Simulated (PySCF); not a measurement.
# F2GeH6P2Si: NMR shieldings

Wanted: NMR shieldings for F2GeH6P2Si (`FP(F)[P]([SiH3])[GeH3]`).

Programs: PySCF 2.14.0, with routines of our own; each step states its level. All values are computed. Atoms count from 0.

### 1 The starting structure

12 atoms, charge 0, multiplicity 1; geometry from: GFN2-xTB.

### 2 Geometry optimisation at PBE0-D3(BJ)/def2-SVP

What the job is given:

```
{"job": {"xc": "PBE0", "basis": "def2-SVP", "d3": "d3bj", "grid": 1, "maxiter": 30, "shake": 0.01, "kind": "geom"}, "charge": 0, "multiplicity": 1}
F      0.511090     2.843990    -0.816180
P      0.953510     1.585850     0.053590
F      2.471650     1.654340    -0.459870
P      0.272520     0.028070    -1.270840
Si    -1.865530     0.242780    -0.485290
Ge     0.989600    -1.518420     0.263160
H     -2.561010    -0.955530    -0.909470
H     -2.379910     1.464930    -1.103940
H     -1.913440     0.374930     1.006880
H      0.648720    -1.225710     1.709110
H      2.477400    -1.646300     0.202770
H      0.435090    -2.877200    -0.037010
```

Command:

```
OMP_NUM_THREADS=1 python heavy_run.py task.json out
```

This one command runs all jobs of the session in turn.

Output:

```text
step   0  E = -3250.99393534  max force = 0.016548
step   1  E = -3251.00254799  max force = 0.007376
step   2  E = -3251.00291889  max force = 0.003237
step   3  E = -3251.00304476  max force = 0.000758
step   4  E = -3251.00312165  max force = 0.002315
step   5  E = -3251.00324261  max force = 0.003368
step   6  E = -3251.00336515  max force = 0.002939
step   7  E = -3251.00346039  max force = 0.001013
step   8  E = -3251.00349875  max force = 0.000637
step   9  E = -3251.00350773  max force = 0.000769
step  10  E = -3251.00351815  max force = 0.000497
step  11  E = -3251.00353060  max force = 0.000456
step  12  E = -3251.00355563  max force = 0.001005
step  13  E = -3251.00359220  max force = 0.001179
step  14  E = -3251.00363458  max force = 0.000828
step  15  E = -3251.00366385  max force = 0.000342
step  16  E = -3251.00372597  max force = 0.001404
step  17  E = -3251.00372746  max force = 0.002993
step  18  E = -3251.00385662  max force = 0.002153
step  19  E = -3251.00396715  max force = 0.001770
step  20  E = -3251.00400517  max force = 0.000536
step  21  E = -3251.00405545  max force = 0.000372
step  22  E = -3251.00408136  max force = 0.000190
step  23  E = -3251.00409053  max force = 0.000476
step  24  E = -3251.00408342  max force = 0.000539
step  25  E = -3251.00407820  max force = 0.000491
step  26  E = -3251.00408347  max force = 0.000333
step  27  E = -3251.00410179  max force = 0.000629
step  28  E = -3251.00413086  max force = 0.000658
step  29  E = -3251.00417092  max force = 0.000551
step  30  E = -3251.00420547  max force = 0.000457
optimisation not converged
```

Run time: 4.8 min. Hardware: 1 thread of Arm Neoverse V2, shared host; peak memory 0.62 GiB.

The steps of the relaxation:

| step | energy from step 0 (eV) | largest force component (eV/Å) |
| --- | --- | --- |
| 0 | 0.0000 | 0.8509 |
| 1 | -0.2344 | 0.3793 |
| 2 | -0.2445 | 0.1665 |
| 3 | -0.2479 | 0.0390 |
| 4 | -0.2500 | 0.1190 |
| 5 | -0.2533 | 0.1732 |
| 6 | -0.2566 | 0.1511 |
| 7 | -0.2592 | 0.0521 |
| 8 | -0.2602 | 0.0328 |
| 9 | -0.2605 | 0.0395 |
| 10 | -0.2608 | 0.0256 |
| 11 | -0.2611 | 0.0234 |
| 12 | -0.2618 | 0.0517 |
| 13 | -0.2628 | 0.0606 |
| 14 | -0.2639 | 0.0426 |
| 15 | -0.2647 | 0.0176 |
| 16 | -0.2664 | 0.0722 |
| 17 | -0.2665 | 0.1539 |
| 18 | -0.2700 | 0.1107 |
| 19 | -0.2730 | 0.0910 |
| 20 | -0.2740 | 0.0276 |
| 21 | -0.2754 | 0.0191 |
| 22 | -0.2761 | 0.0098 |
| 23 | -0.2763 | 0.0245 |
| 24 | -0.2761 | 0.0277 |
| 25 | -0.2760 | 0.0252 |
| 26 | -0.2761 | 0.0171 |
| 27 | -0.2766 | 0.0323 |
| 28 | -0.2774 | 0.0338 |
| 29 | -0.2785 | 0.0283 |
| 30 | -0.2795 | 0.0235 |

Distances of close pairs at the start and the end, largest changes first:

```
   bond  before (Å)  after (Å)  change (Å)
  P1–P3       2.155      2.234      +0.079
 Si4–H6       1.449      1.491      +0.042
 P3–Ge5       2.293      2.334      +0.041
Ge5–H11       1.498      1.538      +0.040
Ge5–H10       1.495      1.533      +0.039
 Si4–H7       1.463      1.493      +0.030
 Ge5–H9       1.514      1.541      +0.027
  F0–P1       1.592      1.612      +0.020
```

The next job starts from the end point, and lists it.

The optimisation stopped before it met its thresholds, so this geometry is not quite a stationary point, and what follows inherits that.

```
                         at the end point                value
  point group (found at 0.08 Å tolerance)                   C1
rotational constants (GHz, main isotopes)  1.434, 0.927, 0.625
                        dipole moment (D)                 2.26
```

### 3 NMR shieldings: PBE/pcSseg-1 Ge:us-x2c-TZVPall-2c, spin–orbit

What the job is given:

```
{"job": {"kind": "hnmr", "xc": "PBE", "basis": {"default": "pcSseg-1", "Ge": "us-x2c-TZVPall-2c"}, "rel": "so"}, "charge": 0, "multiplicity": 1}
F      0.313005     3.050924    -1.286196
P      0.577016     1.969650    -0.120223
F      2.183824     1.840911    -0.290127
P      0.055561     0.127051    -1.270378
Si    -1.930717    -0.210616    -0.228454
Ge     1.301802    -1.257661     0.135403
H     -2.494066    -1.482303    -0.766453
H     -2.832465     0.930275    -0.567628
H     -1.802295    -0.311835     1.258458
H      1.456755    -0.613912     1.527030
H      2.676322    -1.485520    -0.504480
H      0.532888    -2.583493     0.267066
```

With the program's defaults for keys left out, this is: PBE/pcSseg-1 Ge:us-x2c-TZVPall-2c GIAO NMR shielding, X2C with spin-orbit coupling, screened-nuclear two-electron part, Gaussian nuclei, gas phase.

Output:

```text
spin-free SCF
coarse grid: 52088 points
cycle   1  E = -3275.4602799032  dE =  3.399e-01  |g| = 9.539e-01  |ddm| = 3.502e+00
cycle   2  E = -3275.0358846667  dE =  4.244e-01  |g| = 1.929e+00  |ddm| = 1.798e+00
cycle   3  E = -3275.5631165112  dE = -5.272e-01  |g| = 2.686e-01  |ddm| = 1.414e+00
cycle   4  E = -3275.5730867163  dE = -9.970e-03  |g| = 6.110e-02  |ddm| = 2.340e-01
cycle   5  E = -3275.5733346486  dE = -2.479e-04  |g| = 2.917e-02  |ddm| = 9.200e-02
cycle   6  E = -3275.5736000699  dE = -2.654e-04  |g| = 9.551e-03  |ddm| = 5.578e-02
cycle   7  E = -3275.5736268379  dE = -2.677e-05  |g| = 2.369e-03  |ddm| = 1.541e-02
cycle   8  E = -3275.5736282412  dE = -1.403e-06  |g| = 5.752e-04  |ddm| = 3.833e-03
final grid: 104256 points
cycle   9  E = -3275.5734102784  dE =  1.454e-07  |g| = 1.124e-03  |ddm| = 2.706e-03
cycle  10  E = -3275.5734092518  dE =  1.027e-06  |g| = 2.300e-03  |ddm| = 4.515e-03
cycle  11  E = -3275.5734106069  dE = -1.355e-06  |g| = 2.261e-04  |ddm| = 3.010e-03
cycle  12  E = -3275.5734106219  dE = -1.495e-08  |g| = 4.756e-05  |ddm| = 3.814e-04
cycle  13  E = -3275.5734106224  dE = -5.011e-10  |g| = 1.143e-05  |ddm| = 5.710e-05
converged SCF energy = -3275.5734106224
two-component SCF
cycle   1  E = -3275.5361522353  dE = -3.276e+03  |FDS-SDF| = 5.393e+00
cycle   2  E = -3275.6151348734  dE = -7.898e-02  |FDS-SDF| = 5.638e-03
cycle   3  E = -3275.6151349468  dE = -7.337e-08  |FDS-SDF| = 7.090e-04
cycle   4  E = -3275.6151349255  dE =  2.133e-08  |FDS-SDF| = 5.752e-04
cycle   5  E = -3275.6151349678  dE = -4.232e-08  |FDS-SDF| = 3.353e-05
cycle   6  E = -3275.6151349678  dE = -5.457e-12  |FDS-SDF| = 3.608e-05
converged, E = -3275.6151349678

Field gradients (au) and densities at the nuclei (bohr^-3)
atom        Vxx        Vyy        Vzz        centre      nuclear mean
  0 F     -0.6886    -1.1768     1.8654        407.196        407.195
  1 P      0.3924     1.3201    -1.7125       1940.359       1940.331
  2 F     -0.6996    -1.2007     1.9003        407.187        407.186
  3 P      0.2262     0.3941    -0.6204       1939.823       1939.795
  4 Si    -0.1387    -0.1667     0.3054       1576.079       1576.060
  5 Ge    -0.3773    -0.5141     0.8914      28316.454      28301.661
  6 H     -0.0713    -0.0728     0.1441          0.354          0.354
  7 H     -0.0698    -0.0722     0.1420          0.354          0.354
  8 H     -0.0691    -0.0712     0.1403          0.354          0.354
  9 H     -0.0650    -0.0677     0.1327          0.337          0.337
 10 H     -0.0680    -0.0690     0.1370          0.340          0.340
 11 H     -0.0663    -0.0686     0.1349          0.338          0.338
without picture change
  5 Ge                           0.9211                     41249.504

Core orbital energies (eV)
atom   shell        mean    spread
  1 P  1s        -2085.247   0.000
  1 P  2s         -175.380   0.000
  1 P  2p1/2      -126.594   0.000
  1 P  2p3/2      -125.691   0.160
  3 P  1s        -2082.299   0.000
  3 P  2s         -172.785   0.000
  3 P  3s          -17.769   0.000
  3 P  2p1/2      -123.954   0.000
  3 P  2p3/2      -123.070   0.048
  4 Si 1s        -1784.747   0.000
  4 Si 2s         -138.805   0.000
  4 Si 3s          -14.744   0.000
  4 Si 2p1/2       -95.335   0.000
  4 Si 2p3/2       -94.713   0.030
  5 Ge 1s       -10950.680   0.000
  5 Ge 2s        -1371.782   0.000
  5 Ge 3s         -168.415   0.000
  5 Ge 4s          -15.186   0.000
  5 Ge 2p1/2     -1220.089   0.000
  5 Ge 2p3/2     -1188.622   0.016
  5 Ge 3p1/2      -118.426   0.000
  5 Ge 3p3/2      -114.197   0.044
  5 Ge 3d3/2       -29.719   0.035
  5 Ge 3d5/2       -29.170   0.071

vertical triplet (scalar unrestricted SCF): 3.938 eV

Shielding tensors (ppm)
atom      isotropic    diamagn.    paramagn.     s11        s22        s33       span
  0 F       231.95      470.29     -238.35      66.43     209.18     420.24     353.81
  1 P       -52.18      944.20     -996.38    -219.99    -113.85     177.30     397.29
  2 F       254.38      472.95     -218.57      78.00     217.07     468.09     390.09
  3 P       476.23      952.02     -475.79     359.53     417.50     651.65     292.12
  4 Si      402.17      866.04     -463.87     370.61     397.16     438.75      68.14
  5 Ge     1743.77     2652.69     -908.92    1647.53    1766.04    1817.75     170.22
  6 H        27.04       28.52       -1.48      23.74      24.68      32.70       8.96
  7 H        26.86       28.29       -1.43      22.76      24.73      33.08      10.32
  8 H        27.00       28.60       -1.60      22.95      26.25      31.80       8.85
  9 H        27.03       28.68       -1.65      21.79      22.76      36.53      14.75
 10 H        26.88       28.48       -1.60      19.94      21.78      38.92      18.99
 11 H        27.15       28.70       -1.54      20.05      23.39      38.03      17.98
```

Run time: 74 s. Hardware: 1 thread of Arm Neoverse V2, shared host; peak memory 1.1 GiB.

From this job:

```csv
quantity,value
energy from spin-orbit coupling,-0.0417 Eh
```

Orbitals, density, ELF and potential are computed afterwards from the orbital file.

Frontier orbitals at PBE/us-x2c-TZVPall-2c+pcSseg-1, with the share of their density that lies nearest to each atom:

```csv
orbital,energy (eV),lies on
HOMO,-6.15,"P3 43 %; P1 34 %; F0, F2 about 6 % each"
LUMO,-1.97,"P1 41 %; F0, F2 about 11 % each; Ge5 8 %"
```

ELF in a plane through or near 5 of the atoms.

Ten even steps from '0' (0.00) to '9' (1.00):
```
0000000000000000000000000000
0000000000000000000000000000
0000000000000000000000000000
0000000000146510000000000000
0000000001799992000000000000
0000000013899993000000000000
0000012322379970001344100000
0000156632532410024676300000
0000135532531312310144200000
0000001122245546517613310000
0000000000123446612189961000
0000002452146752236999995000
0000016867603163102999992000
0000016867513132000178610000
0000003564135652000000000000
0000000110046874200000000000
0000000000145763100000000000
0000000000000100000000000000
0000000000000000000000000000
0000000000000000000000000000
```
The map spans 10.9 Å across and 11.7 Å up, centred on the molecule. Atoms in the plane (x, y in Å): P1 (-0.6, -1.9), F2 (-2.1, -1.9), Si4 (1.9, 0.2), Ge5 (-1.3, 1.3), H7 (2.9, -0.9).

log10 of the density (e/Å³) in the same plane.

Ten even steps from '0' (-4.0) to '9' (1.7):
```
0000000000000000000000000000
0000000000000000000000000000
0000000000111110000000000000
0000001112333322100000000000
0000012223455443211111000000
0001123344566653322222210000
0011234455666654334443321000
0012345567986554455554432100
0012344567986555566665432100
0011234455666555679865432210
0000123444555666667766543210
0000134555566665556677643210
0000246788778765444555442210
0000246788778765433333321100
0000135566667765432222110000
0000013344567775431000000000
0000000012455654420000000000
0000000000233332100000000000
0000000000000000000000000000
0000000000000000000000000000
```
The map spans 10.9 Å across and 11.7 Å up, centred on the molecule. Atoms in the plane (x, y in Å): P1 (-0.6, -1.9), F2 (-2.1, -1.9), Si4 (1.9, 0.2), Ge5 (-1.3, 1.3), H7 (2.9, -0.9).

On the surface of density 0.002 e/bohr³ the electrostatic potential runs, from the 1st to the 99th percentile, from -0.64 V near F0 to 1.20 V near H7.

### 4 NMR shieldings: PBE/pcSseg-1 Ge:us-x2c-TZVPall-2c, spin-free

The job, as its differences from that of step 3:

```diff
@@ -1,2 +1,2 @@
-{"job": {"kind": "hnmr", "xc": "PBE", "basis": {"default": "pcSseg-1", "Ge": "us-x2c-TZVPall-2c"}, "rel": "so"}, "charge": 0, "multiplicity": 1}
+{"job": {"kind": "hnmr", "xc": "PBE", "basis": {"default": "pcSseg-1", "Ge": "us-x2c-TZVPall-2c"}, "rel": "sf"}, "charge": 0, "multiplicity": 1}
 F      0.313005     3.050924    -1.286196
```

Level: PBE/pcSseg-1 Ge:us-x2c-TZVPall-2c GIAO NMR shielding, spin-free X2C, Gaussian nuclei, gas phase.

Output:

```text
spin-free SCF
coarse grid: 52088 points
cycle   1  E = -3275.4602799032  dE =  3.399e-01  |g| = 9.539e-01  |ddm| = 3.502e+00
cycle   2  E = -3275.0358846667  dE =  4.244e-01  |g| = 1.929e+00  |ddm| = 1.798e+00
cycle   3  E = -3275.5631165112  dE = -5.272e-01  |g| = 2.686e-01  |ddm| = 1.414e+00
cycle   4  E = -3275.5730867163  dE = -9.970e-03  |g| = 6.110e-02  |ddm| = 2.340e-01
cycle   5  E = -3275.5733346486  dE = -2.479e-04  |g| = 2.917e-02  |ddm| = 9.200e-02
cycle   6  E = -3275.5736000699  dE = -2.654e-04  |g| = 9.551e-03  |ddm| = 5.578e-02
cycle   7  E = -3275.5736268379  dE = -2.677e-05  |g| = 2.369e-03  |ddm| = 1.541e-02
cycle   8  E = -3275.5736282412  dE = -1.403e-06  |g| = 5.752e-04  |ddm| = 3.833e-03
final grid: 104256 points
cycle   9  E = -3275.5734102784  dE =  1.454e-07  |g| = 1.124e-03  |ddm| = 2.706e-03
cycle  10  E = -3275.5734092518  dE =  1.027e-06  |g| = 2.300e-03  |ddm| = 4.515e-03
cycle  11  E = -3275.5734106069  dE = -1.355e-06  |g| = 2.261e-04  |ddm| = 3.010e-03
cycle  12  E = -3275.5734106219  dE = -1.495e-08  |g| = 4.756e-05  |ddm| = 3.814e-04
cycle  13  E = -3275.5734106224  dE = -5.011e-10  |g| = 1.143e-05  |ddm| = 5.710e-05
converged SCF energy = -3275.5734106224
check of the scalar solution
cycle   1  E = -3275.5734106224  dE = -3.276e+03  |FDS-SDF| = 1.143e-05
cycle   2  E = -3275.5734106223  dE =  5.730e-11  |FDS-SDF| = 2.154e-05
converged, E = -3275.5734106223

Field gradients (au) and densities at the nuclei (bohr^-3)
atom        Vxx        Vyy        Vzz        centre      nuclear mean
  0 F     -0.6886    -1.1768     1.8654        407.196        407.195
  1 P      0.3924     1.3202    -1.7126       1940.365       1940.337
  2 F     -0.6996    -1.2008     1.9004        407.187        407.186
  3 P      0.2263     0.3941    -0.6204       1939.829       1939.801
  4 Si    -0.1387    -0.1667     0.3054       1576.082       1576.063
  5 Ge    -0.3773    -0.5141     0.8915      28315.103      28300.310
  6 H     -0.0713    -0.0728     0.1441          0.354          0.354
  7 H     -0.0698    -0.0722     0.1420          0.354          0.354
  8 H     -0.0691    -0.0712     0.1403          0.354          0.354
  9 H     -0.0650    -0.0677     0.1327          0.337          0.337
 10 H     -0.0680    -0.0690     0.1370          0.340          0.340
 11 H     -0.0664    -0.0686     0.1349          0.338          0.338
without picture change
  5 Ge                           0.9214                     41249.786

Core orbital energies (eV)
atom   shell        mean    spread
  1 P  1s        -2085.247   0.000
  1 P  2s         -175.380   0.000
  1 P  2p         -125.992   0.261
  3 P  1s        -2082.298   0.000
  3 P  2s         -172.784   0.000
  3 P  3s          -17.768   0.000
  3 P  2p         -123.364   0.076
  4 Si 1s        -1784.747   0.000
  4 Si 2s         -138.805   0.000
  4 Si 3s          -14.744   0.000
  4 Si 2p          -94.920   0.047
  5 Ge 1s       -10950.813   0.000
  5 Ge 2s        -1371.804   0.000
  5 Ge 3s         -168.416   0.000
  5 Ge 4s          -15.187   0.000
  5 Ge 2p        -1198.976   0.026
  5 Ge 3p         -115.586   0.071
  5 Ge 3d          -29.389   0.094

Shielding tensors (ppm)
atom      isotropic    diamagn.    paramagn.     s11        s22        s33       span
  0 F       229.19      470.36     -241.18      63.23     206.96     417.37     354.14
  1 P       -42.10      956.46     -998.56    -207.72    -101.48     182.89     390.60
  2 F       251.42      473.02     -221.60      75.15     214.89     464.22     389.07
  3 P       484.53      964.51     -479.97     367.91     428.16     657.54     289.64
  4 Si      410.99      876.12     -465.13     378.42     406.26     448.29      69.86
  5 Ge     1554.10     2768.95    -1214.84    1451.83    1579.78    1630.69     178.86
  6 H        27.03       28.53       -1.51      23.72      24.66      32.71       8.99
  7 H        26.93       28.30       -1.37      22.91      24.80      33.08      10.17
  8 H        27.03       28.60       -1.57      22.96      26.29      31.84       8.88
  9 H        26.78       28.71       -1.93      21.26      22.43      36.66      15.40
 10 H        26.71       28.58       -1.87      19.58      21.48      39.09      19.50
 11 H        26.98       28.75       -1.78      19.81      22.95      38.17      18.36
```

Run time: 22 s. Hardware: 1 thread of Arm Neoverse V2, shared host; peak memory 1 GiB.

### 5 Shieldings side by side

```csv
run,Ge5,P1,Si4,P3,F2,F0,H9,time
"step 3, PBE/pcSseg-1 Ge:us-x2c-TZVPall-2c, spin–orbit",1743.8,-52.2,402.2,476.2,254.4,231.9,27.0,74 s
"step 4, PBE/pcSseg-1 Ge:us-x2c-TZVPall-2c, spin-free",1554.1,-42.1,411.0,484.5,251.4,229.2,26.8,22 s
```

### 6 Results

```
                                                                               quantity                                                              value
                                                                            point group                                                                 C1
                                                   rotational constants (main isotopes)                                               1.43, 0.93, 0.63 GHz
energy from spin-orbit coupling (step 3, PBE/pcSseg-1 Ge:us-x2c-TZVPall-2c, spin–orbit)                                                         -0.0417 Eh
                     shieldings (step 3, PBE/pcSseg-1 Ge:us-x2c-TZVPall-2c, spin–orbit)  F0 231.9, P1 -52.2, F2 254.4, P3 476.2, Si4 402.2, Ge5 1743.8 ppm
                                                  surface potential, 1st and 99th percentile                                                 -0.64 V and 1.20 V
                      shieldings (step 4, PBE/pcSseg-1 Ge:us-x2c-TZVPall-2c, spin-free)  F0 229.2, P1 -42.1, F2 251.4, P3 484.5, Si4 411.0, Ge5 1554.1 ppm
```

In words: Over 30 steps the energy fell by 0.279 eV; of the close pairs, P1–P3 changed most, 2.155 to 2.234 Å. By nearest atom (PBE/us-x2c-TZVPall-2c+pcSseg-1), the HOMO sits on P3 43 %; P1 34 % and the LUMO on P1 41 %; F0, F2 about 11 % each. Ge5 moves most between the runs, by 190 ppm; the labels say what changes from run to run.
